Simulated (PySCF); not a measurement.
# LiTe: changing the method

Aim: see what other levels and later steps give for LiTe.

Method: each script names its method and basis; program: PySCF 2.14.0.

5 further runs of the same task are left out: 1 for a known fault of the program, 4 that didn't finish.

## (1) Starting geometry

LiTe: 2 atoms, charge 0, spin multiplicity 2.

Bond lengths: Li1–Te2 2.423 Å.

## (2) Base script

Contents of input.py:

```python
from pyscf import gto, scf

mol = gto.M(
    atom='Li 0 0 0; Te 0 0 2.423',
    basis='lanl2dz',
    ecp={'Te': 'lanl2dz'},
    charge=0,
    spin=1,
    verbose=4,
)
mf = scf.UHF(mol)
mf.kernel()
mf.stability(internal=True, external=True)
mf.dip_moment()
print('orbital energies (hartree):', [e[max(0, n-3):n+3].round(4) for e, n in zip(mf.mo_energy, mol.nelec)])
```

Started as:

```sh
$ python input.py
```

## (3) Scan (UKS)

Edit 1 changes functional: none (Hartree–Fock) → scan; SCF type: UHF → UKS; step after the SCF: stability → analyze.

Changes to input.py since step 2:

```diff
@@ -1,2 +1,2 @@
-from pyscf import gto, scf
+from pyscf import gto, dft
 
@@ -10,5 +10,5 @@
 )
-mf = scf.UHF(mol)
+mf = dft.UKS(mol, xc='scan')
 mf.kernel()
-mf.stability(internal=True, external=True)
+mf.mulliken_pop()
 mf.dip_moment()
```

## (4) MP2

Edit 2 changes step after the SCF: stability → mp2.

Changes to input.py since step 2:

```diff
@@ -1,2 +1,2 @@
-from pyscf import gto, scf
+from pyscf import gto, scf, mp
 
@@ -12,3 +12,3 @@
 mf.kernel()
-mf.stability(internal=True, external=True)
+mp.MP2(mf).kernel()
 mf.dip_moment()
```

## (5) Population analysis

Edit 3 changes step after the SCF: stability → analyze.

Changes to input.py since step 2:

```diff
@@ -12,3 +12,3 @@
 mf.kernel()
-mf.stability(internal=True, external=True)
+mf.mulliken_pop()
 mf.dip_moment()
```

## (6) CASSCF (ROHF)

Edit 4 changes step after the SCF: stability → casscf; SCF type: UHF → ROHF; active space: none → 7 electrons in 6 orbitals.

Contents of input.py:

```python
from pyscf import gto, scf, mcscf

mol = gto.M(
    atom='Li 0 0 0; Te 0 0 2.423',
    basis='lanl2dz',
    ecp={'Te': 'lanl2dz'},
    charge=0,
    spin=1,
    verbose=4,
)
mf = scf.ROHF(mol)
mf.kernel()
mc = mcscf.CASSCF(mf, 6, 7)
mc.kernel()
mc.analyze()
mf.dip_moment()
print('orbital energies (hartree):', mf.mo_energy[..., max(0, mol.nelec[1]-3):mol.nelec[0]+3].round(4))
```

What does the calculation give? Wanted: for each run, E(SCF); from base; gap, α spin; SCF dipole; after the SCF.

**Answer**, as computed:

```tsv
run	E(SCF) (hartree)	from base (eV)	cycles	gap, α spin (eV)	SCF dipole (D)	after the SCF
base	-15.337920	0	10	7.39	7.44	stable
scan (UKS)	-15.584871	not comparable	13	3.21	6.87	n/a
MP2	-15.337920	0.0000	10	7.39	7.44	MP2 correlation -0.548 eV
population analysis	-15.337920	0.0000	10	7.39	7.44	n/a
CASSCF (ROHF)	-15.337523	+0.0108	9	n/a	7.46	CASSCF correlation -0.240 eV
```

What this shows: A lower total energy from another functional means nothing by itself.
